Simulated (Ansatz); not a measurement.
# H2Ir12O in Ansatz: reference runs

Reference runs on H2Ir12O: the cell as given.

All numbers are computed with Ansatz 0.2.0; they aren't measurements. Logs are shortened: lines on timing, memory, paths and dates and some standing lists are left out, and cuts for length are marked.

## 1. The cell of the first run

The cell holds a slab with vacuum, 15 atoms: a = 5.430 Å, b = 5.430 Å, c = 23.040 Å, α = 90.00°, β = 90.00°, γ = 120.00°.

## 2. Single point, PBE

Input file input.yaml:

```yaml
crystal:
  lattice:
    - [5.4297315514, 0.0, 0.0]
    - [-2.7148657757, 4.7022854592, 0.0]
    - [0.0, 0.0, 23.0395572471]
  atoms:
    - { symbol: Ir, position: [0.3333333333, 0.1666666667, 0.3472288948] }
    - { symbol: Ir, position: [0.3333333333, 0.6666666667, 0.3472288948] }
    - { symbol: Ir, position: [0.8333333333, 0.1666666667, 0.3472288948] }
    - { symbol: Ir, position: [0.8333333333, 0.6666666667, 0.3472288948] }
    - { symbol: Ir, position: [0.6666666667, 0.3333333333, 0.4434407534] }
    - { symbol: Ir, position: [0.6666666667, 0.8333333333, 0.4434407534] }
    - { symbol: Ir, position: [0.1666666667, 0.3333333333, 0.4434407534] }
    - { symbol: Ir, position: [0.1666666667, 0.8333333333, 0.4434407534] }
    - { symbol: Ir, position: [0.0, 0.5, 0.539652612] }
    - { symbol: Ir, position: [0.0, 0.0, 0.539652612] }
    - { symbol: Ir, position: [0.5, 0.5, 0.539652612] }
    - { symbol: Ir, position: [0.5, 0.0, 0.539652612] }
    - { symbol: O, position: [0.1666666667, 0.3333333333, 0.6498977861] }
    - { symbol: H, position: [0.0430191776, 0.3681116308, 0.6762090556] }
    - { symbol: H, position: [0.2903141558, 0.2985550359, 0.6762090556] }
hamiltonian:
  xc: pbe
  pseudopotentials: { kind: paw }
kpoints:
  mp_grid: { grid: [6, 6, 1] }
scf:
  occupations: { method: fermi_dirac, width: 0.05 }
output:
  forces: true
  eigenvalues: true
efield:
  axis: 3
  dipole_correction: true
  ramp_width: 0.04
```

Potentials or basis: Ansatz PAW.

Run with:

```console
ansatz run input.yaml --threads 4 --pin off --max-ram 11264MiB --backend cpu --events-out ev --progress --plain --runs-dir out
```

The log of the run:

```text
Warning: RAYON_NUM_THREADS=4 ignored (pool sized by the plan → 4); use --threads N
Engine: ansatz 0.2.0, aarch64-unknown-linux-gnu
Pseudopotentials: kind: paw
Pseudopotential: Ir, paw, valence charge 17, recommended cutoff 420 eV (normal), Ir.paw.azcp
Pseudopotential: O, paw, valence charge 6, recommended cutoff 420 eV (normal), O.paw.azcp
Pseudopotential: H, paw, valence charge 1, recommended cutoff 420 eV (normal), H.paw.azcp
Functional definition: PBE
  parameter kappa = 0.804
  parameter beta = 0.06672455060314922
  exchange = pbe_x(kappa = kappa, mu = beta*pi^2/3)
  correlation = pbe_c(beta = beta)
Crystal: 15 atoms, lattice volume = 588.249 Å³
Basis set: ecut = 420 eV, 11507 PW (Γ), exchange–correlation on 80×80×320 points (8 copies of the dense FFT grid, shifted against one another)
Bands: 128, of which v1, the nominal top of the filled ones, is band 106 counted from 1 (105 counted from 0)
Symmetry: 1 space group operations
Space group: P1 (ITA 1), of the structure as read, at distance tolerance 8.4e-5 Å
k-points: 20 of 36 (time reversal used)
Non-local potential: Ir, projectors of the file, l = 0: 3, l = 1: 2, l = 2: 2, l = 3: 1
Non-local potential: O, projectors of the file, l = 0: 2, l = 1: 2, l = 2: 1
Non-local potential: H, projectors of the file, l = 0: 2, l = 1: 1
PAW form: soft (Blöchl's): semilocal exchange-correlation on the pseudo side does not see the compensation charge
PAW one-centre angular grid: Ir, 590 points (default); XC on 64 Gauss nodes
PAW one-centre angular grid: O, 110 points (default); XC on 64 Gauss nodes
PAW one-centre angular grid: H, 110 points (default); XC on 64 Gauss nodes
Initial density: superposition of atomic densities (neutral atoms: chi_scale 0, normalization atom), corrected by the library's trained network
Initial wavefunctions: pseudopotential atomic-orbital guess
Functional: x = pbe(κ = 0.804, μ = 0.2195149727645171), c = pbe(β = 0.06672455060314922)
SCF iter   1: F=—  HF=-143815.370622 eV  |F-HF|=—  |Δ(HF+E_count)|=         —  Δρ=9.13e-3  dr2=5.74e0  ethr=1.77e-3  p=0.281 e·Å  D=8.65e-2 V/Å  ΔV_dip=-1.99 eV  dr2_dipole=1.55e0  V_vac-E_F(+/−)=3.31/5.30 eV  ⟨swp⟩=8.2  Hψ=10699  notcnv=0  defer=50
[... 14 lines left out ...]
Harris-Foulkes:  -143815.302196 eV  (|F-HF|=1.29e-7)
Internal energy: -143815.162921 eV  (E = F + TS)
E sigma→0 (E₀):  -143815.232559 eV
Entropy (-TS):   -0.139275 eV (-9.285 meV/atom)
Fermi energy:    4.736544 eV
Dipole field:    D = 0.109910 V/Å  (p = 0.357304 e·Å, saw-weighted, corrected)
Work function:   Φ+ = 2.8401 eV   Φ− = 5.3724 eV
Levels:          The Fermi level and band energies are counted from a zero that moves with the ramp; work functions are not
--- Per-component energies (eV) ---
  E_band       = -5245.231247
  E_kinetic    = 7653.867782
  E_local      = -311065.379247  (includes V_loc(G=0)·N_el)
  E_nonlocal   = 927.729194
  E_hartree    = 151861.800538
  E_xc         = -3292.161319
  E_vxc        = -3697.484380  (∫ρ·V_xc dr)
  E_paw        = -110840.091338  (= ΣΔE_a)
  E_vpaw       = -2819.962617  (= ΣTr[D̂ρ^β])
  E_aug_tail   = 0.000617  (compensation charges beyond the density's cutoff)
  E_efield     = 0.019636  (sawtooth field / dipole correction)
  E_vefield    = 32.378329  (∫n·V_field dr)
  E_ewald      = 120939.051216
  E_smearing   = -0.139275  (= −TS)
  E_closure    = 0.000000  (closes the sum)
  Σ components = -143815.302196   (vs F -143815.302196, Δ=0.00e0)
--- Forces (eV/Å), atoms counted from 1 ---
  atom   1  Ir     0.03086524    -0.00734547     0.37724769
  atom   2  Ir    -0.00641174     0.02177761     0.37943274
  atom   3  Ir    -0.03081700     0.00002840     0.37860959
  atom   4  Ir     0.00475296    -0.00988879     0.36660871
  atom   5  Ir    -0.00304628     0.01803050     0.02915189
  atom   6  Ir     0.00606433     0.00223192    -0.00427954
  atom   7  Ir    -0.00070022     0.00140389    -0.07220638
  atom   8  Ir    -0.01211116     0.00232872     0.00930474
  atom   9  Ir    -0.13599121     0.09051874    -0.62704580
  atom  10  Ir    -0.00788140    -0.09103168    -0.47682166
  atom  11  Ir     0.10658706     0.08278222    -0.56353032
  atom  12  Ir    -0.00143542     0.00420227    -0.35952768
  atom  13  O      0.04835487    -0.10931388     1.49249754
  atom  14  H      0.49271601    -0.10480056    -0.46231173
  atom  15  H     -0.49094970     0.09908333    -0.46719944
  max |Σ_I F_I| component: 6.97e-5 eV/Å
--- Band table (eV; the first three rows and the last of 20) ---
  k-point 0: bands = ["-88.1946", "-88.1563", "-88.1509", "-88.1338", "-87.6207", "-87.6168", "-87.5826", "-87.5809", "-87.5750", "-87.5699", "-87.5648", "-87.5538", "-45.3780", "-45.3767", "-45.3755", "-45.2044", "-45.1152", "-45.1098", "-45.0935", "-44.9164", "-44.9045", "-44.8992", "-44.8060", "-44.8044", "-44.8019", "-44.7563", "-44.7552", "-44.7283", "-44.7277", "-44.7220", "-44.4383", "-44.3698", "-44.3585", "-44.3571", "-44.3559", "-44.3557", "-44.3530", "-44.3496", "-44.3455", "-44.3400", "-44.3278", "-44.3213", "-44.3160", "-44.3009", "-44.2107", "-44.2106", "-44.2044", "-44.2041", "-16.8888", "-5.3633", "-4.6927", "-3.3900", "-2.9961", "-2.6619", "-2.6610", "-2.6584", "-2.3442", "-2.3182", "-2.3147", "-1.8005", "-1.7817", "-1.7804", "-1.6016", "-1.4775", "-1.4747", "-1.3277", "0.0680", "0.0790", "0.1586", "0.6556", "0.6833", "0.7081", "0.8782", "0.9187", "1.0197", "1.0206", "1.2290", "1.5465", "1.5473", "1.5750", "1.5860", "1.5869", "1.8704", "1.8710", "2.1126", "2.1161", "2.1638", "3.4850", "3.5413", "3.5466", "3.5653", "3.5733", "3.5738", "3.6746", "3.6751", "3.7409", "4.4638", "4.4639", "4.8913", "5.0481", "5.0731", "5.0918", "5.2124", "5.2207", "5.2208", "5.4148", "5.4150", "5.7234", "5.7284", "5.7533", "5.7583", "5.7600", "5.8528", "6.3195", "6.3205", "6.3217", "6.3843", "6.3859", "6.3874", "6.8202", "7.8756", "7.8826", "7.9173", "8.1610", "8.2079", "8.2147", "8.2687", "9.4772"]
  k-point 1: bands = ["-88.1917", "-88.1582", "-88.1509", "-88.1347", "-87.6179", "-87.6144", "-87.5841", "-87.5821", "-87.5750", "-87.5712", "-87.5647", "-87.5551", "-45.3557", "-45.3540", "-45.3367", "-45.1953", "-45.1133", "-45.1045", "-45.0894", "-44.9358", "-44.9297", "-44.8954", "-44.8009", "-44.7833", "-44.7796", "-44.7664", "-44.7655", "-44.7141", "-44.7101", "-44.7001", "-44.4288", "-44.3782", "-44.3777", "-44.3724", "-44.3710", "-44.3661", "-44.3545", "-44.3496", "-44.3453", "-44.3354", "-44.3289", "-44.3241", "-44.3174", "-44.3023", "-44.2496", "-44.2439", "-44.2204", "-44.2137", "-16.8885", "-5.0949", "-4.6940", "-3.1236", "-2.7325", "-2.6320", "-2.4350", "-2.4315", "-2.2309", "-2.1584", "-2.1362", "-1.7203", "-1.6602", "-1.6482", "-1.5289", "-1.3141", "-1.2040", "-1.1480", "0.0868", "0.1030", "0.1855", "0.6626", "0.7498", "0.8010", "0.8262", "0.8717", "0.9082", "1.0274", "1.2310", "1.2794", "1.2955", "1.6311", "1.6498", "1.7017", "1.7659", "1.8984", "2.0708", "2.0870", "2.0922", "3.0369", "3.1207", "3.1642", "3.2502", "3.5126", "3.5388", "3.5662", "3.5780", "3.6158", "4.0235", "4.3225", "4.3694", "4.4720", "4.5516", "4.9139", "4.9203", "4.9951", "5.0567", "5.0934", "5.1032", "5.1357", "5.2996", "5.3093", "5.4266", "5.4542", "5.9112", "5.9142", "5.9348", "6.0118", "6.0134", "6.4010", "7.1031", "7.1726", "7.2543", "7.9908", "8.0065", "8.3469", "8.5709", "9.2099", "9.2557", "9.6549"]
  k-point 2: bands = ["-88.1840", "-88.1642", "-88.1510", "-88.1364", "-87.6103", "-87.6082", "-87.5897", "-87.5860", "-87.5750", "-87.5733", "-87.5644", "-87.5577", "-45.3018", "-45.2991", "-45.2283", "-45.1712", "-45.1184", "-45.0942", "-45.0817", "-44.9949", "-44.9891", "-44.9200", "-44.8694", "-44.7942", "-44.7304", "-44.7260", "-44.6761", "-44.6715", "-44.6586", "-44.6208", "-44.4308", "-44.4297", "-44.4256", "-44.4244", "-44.4085", "-44.3724", "-44.3662", "-44.3573", "-44.3454", "-44.3417", "-44.3309", "-44.3245", "-44.3194", "-44.3168", "-44.3106", "-44.3026", "-44.2470", "-44.2398", "-16.8881", "-4.6971", "-4.3589", "-2.7563", "-2.4587", "-2.0658", "-1.9861", "-1.8534", "-1.8469", "-1.7532", "-1.7231", "-1.5578", "-1.4228", "-1.2505", "-1.2462", "-0.9517", "-0.5002", "-0.4794", "0.0518", "0.0575", "0.0933", "0.2891", "0.4410", "0.6254", "0.6431", "0.7684", "0.8852", "0.9634", "1.1735", "1.1900", "1.4253", "1.5509", "1.7214", "1.7295", "1.7580", "1.8014", "1.8306", "2.0558", "2.3687", "2.4388", "2.4730", "2.5559", "2.7321", "2.7499", "2.7661", "2.8363", "3.0208", "3.1321", "3.1645", "3.4623", "3.4826", "3.9364", "3.9722", "4.0134", "4.0219", "4.4363", "4.4624", "4.4672", "4.4797", "4.7667", "4.8418", "4.9861", "5.1096", "5.1397", "5.4559", "5.5630", "5.7862", "5.7919", "5.9244", "7.1463", "7.6997", "7.7641", "7.7765", "8.2564", "8.4197", "8.4941", "8.9479", "9.5160", "10.0496", "10.0632"]
  k-point 19: bands = ["-88.1787", "-88.1656", "-88.1556", "-88.1358", "-87.6061", "-87.6043", "-87.5927", "-87.5806", "-87.5782", "-87.5777", "-87.5705", "-87.5544", "-45.2644", "-45.2600", "-45.1477", "-45.1330", "-45.0944", "-45.0873", "-45.0751", "-45.0675", "-45.0423", "-45.0214", "-44.8337", "-44.8286", "-44.6946", "-44.6936", "-44.6445", "-44.6433", "-44.5185", "-44.5064", "-44.5023", "-44.4872", "-44.4717", "-44.4690", "-44.4600", "-44.4484", "-44.3922", "-44.3713", "-44.3516", "-44.3396", "-44.3321", "-44.3276", "-44.3220", "-44.3041", "-44.2885", "-44.2846", "-44.2765", "-44.2692", "-16.8875", "-4.7243", "-3.4167", "-3.4045", "-2.0090", "-1.8644", "-1.6070", "-1.4632", "-1.4620", "-1.4368", "-1.4341", "-1.4245", "-1.2871", "-0.8215", "-0.8083", "-0.4541", "-0.4298", "-0.2730", "-0.2641", "0.0142", "0.0591", "0.0957", "0.1186", "0.4847", "0.4939", "0.8631", "0.9575", "0.9637", "1.3724", "1.3775", "1.4293", "1.4433", "1.5235", "1.5392", "1.7393", "1.7923", "1.8291", "1.8505", "1.8566", "1.8923", "1.9747", "2.0175", "2.0200", "2.1199", "2.7683", "2.7757", "2.9594", "3.0420", "3.1337", "3.1586", "3.3653", "3.3825", "3.6978", "3.7056", "3.8886", "3.8899", "4.2092", "4.2281", "4.2667", "4.3604", "4.4291", "4.4393", "5.1204", "5.1250", "5.4842", "5.4890", "5.8169", "5.8209", "6.7682", "6.8595", "7.9158", "7.9180", "8.1014", "8.1459", "8.6030", "8.6080", "9.5167", "9.6004", "9.8990", "9.9477"]
```

It took 34 s on 4 threads of Arm Neoverse V2, shared host; peak memory 2.2 GiB.

What came out:

```
Free energy                     : -143815.3022 eV
Largest force                   : 1.497 eV/Å
Band gap on the k mesh          : none (metal or under the smearing width)
Work function of the upper face : 2.84 eV
Work function of the lower face : 5.37 eV
Dipole across the slab          : 0.357 e·Å
```

Forces on the atoms (eV/Å):
```
Ir   0.031 -0.007  0.377
Ir  -0.006  0.022  0.379
Ir  -0.031  0.000  0.379
Ir   0.005 -0.010  0.367
Ir  -0.003  0.018  0.029
Ir   0.006  0.002 -0.004
Ir  -0.001  0.001 -0.072
Ir  -0.012  0.002  0.009
Ir  -0.136  0.091 -0.627
Ir  -0.008 -0.091 -0.477
Ir   0.107  0.083 -0.564
Ir  -0.001  0.004 -0.360
O    0.048 -0.109  1.492
H    0.493 -0.105 -0.462
H   -0.491  0.099 -0.467
```

Spin-orbit coupling is left out, which matters for the levels of Ir.
